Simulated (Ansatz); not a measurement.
**Na2TeP2O6: relaxing cell and atoms**

The start is Na2TeP2O6, a known structure type filled with other elements, at an estimated volume. Where does it settle when we relax cell and atoms, and what is it like there?

Program: Ansatz 0.2.0. Level of theory: DFT, r2SCAN, no spin polarisation, plane waves, PAW. These are calculated values, not measurements.

**1. The structure**

It takes space group C2/m (No. 12, monoclinic). Conventional cell: a = 5.813 Å, b = 8.838 Å, c = 6.050 Å, α = 90.00°, β = 113.74°, γ = 90.00°. Te (site symmetry 2/m) is surrounded by 6 O at 1.96 to 2.02 Å. P (site symmetry 2) is surrounded by 4 O at 2.02 to 2.04 Å. Around Na (site symmetry 2) lie 6 O at 2.35 to 2.54 Å. O (site symmetry 1) is surrounded by 1 Te at 1.96 Å and 1 P at 2.02 Å and 2 Na at 2.35 to 2.43 Å. O (site symmetry m) is surrounded by 1 Te at 2.02 Å and 2 P at 2.04 Å and 2 Na at 2.54 Å.

Structure file:

```
Te P Na O
1.0
     2.90661    4.41913    0.00000
     2.90661   -4.41913    0.00000
     2.43552    0.00000   -5.53778
Te P Na O
1 2 2 6
Direct
  0.00000 0.00000 0.00000
  0.66475 0.33525 0.00000
  0.33525 0.66475 0.00000
  0.18392 0.81608 0.50000
  0.81608 0.18392 0.50000
  0.35680 0.03040 0.78790
  0.96960 0.64320 0.21210
  0.64320 0.96960 0.21210
  0.03040 0.35680 0.78790
  0.75740 0.75740 0.83600
  0.24260 0.24260 0.16400
```

It starts from an earlier solution of the starting cell (checkpoint.read).

**2. Relaxing**

Contents of input.yaml:

```yaml
crystal:
  lattice:
    - [2.906611, 4.419135, 0.0]
    - [2.906611, -4.419135, 0.0]
    - [2.435524, 0.0, -5.537777]
  atoms:
    - { symbol: Te, position: [0.0, 0.0, 0.0] }
    - { symbol: P, position: [0.66475, 0.33525, 0.0] }
    - { symbol: P, position: [0.33525, 0.66475, 0.0] }
    - { symbol: Na, position: [0.18392, 0.81608, 0.5] }
    - { symbol: Na, position: [0.81608, 0.18392, 0.5] }
    - { symbol: O, position: [0.3568, 0.0304, 0.7879] }
    - { symbol: O, position: [0.9696, 0.6432, 0.2121] }
    - { symbol: O, position: [0.6432, 0.9696, 0.2121] }
    - { symbol: O, position: [0.0304, 0.3568, 0.7879] }
    - { symbol: O, position: [0.7574, 0.7574, 0.836] }
    - { symbol: O, position: [0.2426, 0.2426, 0.164] }
  symmetry: { tolerance: 0.0003 }
kpoints:
  mp_grid: { grid: [4, 4, 3], shift: [0, 0, 0] }
magnetization:
  spin_polarized: false
scf:
  occupations: { method: fermi_dirac, width: 0.1113 }
  lower_state_search: "off"
hamiltonian:
  pseudopotentials: { kind: paw }
  xc: r2scan
basis:
  ecutwfc: 500
  fft_grid_basis: typed
relax:
  max_steps: 60
  cell: { p_target: 0.0 }
  f_tol: 0.03
output:
  forces: true
  stress: true
  eigenvalues: true
  bader: false
  populations: true
  elf: true
  write_potential: true
  volumetric_format: npy
  dos:
    e_range: [-12, 8]
    de: 0.05
    projected: { site_lists: { Na: [Na], O: [O], P: [P], Te: [Te] } }
  write_density: true
checkpoint:
  read: saved_state
```

Started as:

```sh
> ansatz run input.yaml --threads 2 --pin off --max-ram 2560MiB --backend cpu --events-out ev --progress --plain --runs-dir out
```

Q: Predict the outcome of this session. Wanted: moves; energy gained; largest move; cell; volume; pressure at the end; gap.

**Answer**, as computed:

| quantity | value |
| --- | --- |
| moves | 30 |
| energy gained | 560.5 meV/atom |
| largest move | 0.99 Å (O) |
| space group (0.01 Å), before / after | C2/m / C2/m |
| cell | a = 6.471 Å, b = 6.471 Å, c = 6.553 Å, α = 71.09°, β = 71.09°, γ = 109.70° |
| volume | 19.41 Å³/atom (+50.1 %) |
| pressure at the end | 0.02 GPa |
| formation energy (elements from separate runs) | -1.30 eV/atom |
| gap (mesh) | 0.63 eV, direct |

**Reading.** The volume grew by 50.1 %, and the largest move of an atom is 0.99 Å apart from the change of the cell; the energy fell by 560.5 meV per atom. The shape changed more than that tells: the edges moved by +22, +22, +8 %. With 4 symmetry operations imposed, the end may be a saddle point towards distortions that break them. By a distance rule the end structure falls into sheets, and the functional has no dispersion term: where only weak forces hold such sheets, the spacing at the end is too wide to trust. The levels show a gap of 0.63 eV, direct at the points sampled; within 0.7 eV of the edges the states project mainly on O p (71 %) and Te s (17 %) below and Te p (52 %) and O p (41 %) above. The run has no spin-orbit coupling, which matters for the gap with elements this heavy. At the density minimum between Na and O (2.31 Å) the ELF is 0.03 and the density 0.14 e/Å³, a closed-shell (ionic or weak) contact. Against the elements' reference phases (Te trigonal tellurium, P black phosphorus, Na bcc, O2 molecule; separate runs with the same functional) the formation energy is -1.30 eV per atom, so it is bound against them, though other compounds may compete.

Caveats: the exchange-correlation potential is rough where the density is thin.
